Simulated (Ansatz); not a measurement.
# Cl3H3HfO: the cost of one run

All numbers below are computed with Ansatz 0.2.0 (UHF/def2-SVP).

**1. The system as given**

Bond lengths: Hf1–O2 2.614 Å, Hf1–Cl3 2.307 Å, Hf1–Cl4 2.319 Å, Hf1–Cl5 2.316 Å, O2–H8 0.963 Å. Angles: Hf1–O2–H8 153.8°, O2–Hf1–Cl3 94.3°, O2–Hf1–Cl4 124.6°, O2–Hf1–Cl5 117.5°, Cl3–Hf1–Cl4 99.0°, Cl3–Hf1–Cl5 99.8°, Cl4–Hf1–Cl5 112.6°.

Structure file:

```xyz
8

Hf   -0.5283    0.2114   -0.7660
O     1.0959   -0.7094    1.0636
Cl    0.0513   -1.3814   -2.3304
Cl   -2.8262   -0.0997   -0.7656
Cl    0.1121    2.1276   -1.8988
H     0.4892    0.2149    1.7114
H    -0.2119    0.9010    1.6080
H     1.8179   -1.2644    1.3779
```

**2. A restrained relaxation towards end A**

Springs on the bonds that form and break draw the guess towards this end; the thresholds are loose.

Input file input.yaml:

```yaml
crystal:
  periodic: [false, false, false]
  atoms:
    - { symbol: Hf, position_ang: [-0.5283, 0.2114, -0.766] }
    - { symbol: O, position_ang: [1.0959, -0.7094, 1.0636] }
    - { symbol: Cl, position_ang: [0.0513, -1.3814, -2.3304] }
    - { symbol: Cl, position_ang: [-2.8262, -0.0997, -0.7656] }
    - { symbol: Cl, position_ang: [0.1121, 2.1276, -1.8988] }
    - { symbol: H, position_ang: [0.4892, 0.2149, 1.7114] }
    - { symbol: H, position_ang: [-0.2119, 0.901, 1.608] }
    - { symbol: H, position_ang: [1.8179, -1.2644, 1.3779] }
magnetization:
  spin_polarized: true
basis:
  gaussian: { orbitals: def2-SVP }
hamiltonian:
  xc: hf
relax:
  f_tol: 0.15
  max_steps: 25
  restrain:
    - { distance: [0, 6], at: 3.36, k: 30.0 }
    - { distance: [5, 1], at: 2.27, k: 30.0 }
    - { distance: [0, 1], at: 2.41, k: 30.0 }
    - { distance: [5, 6], at: 0.62, k: 30.0 }
```

Command:

```bash
ansatz run input.yaml --threads 2 --pin off --max-ram 3072MiB --backend cpu --events-out ev --progress --plain --runs-dir out
```

**Question.** How long does this run take on 2 threads of Arm Neoverse V1, shared host, and how much memory does it need?

About 34 s, with a peak of 0.38 GiB.
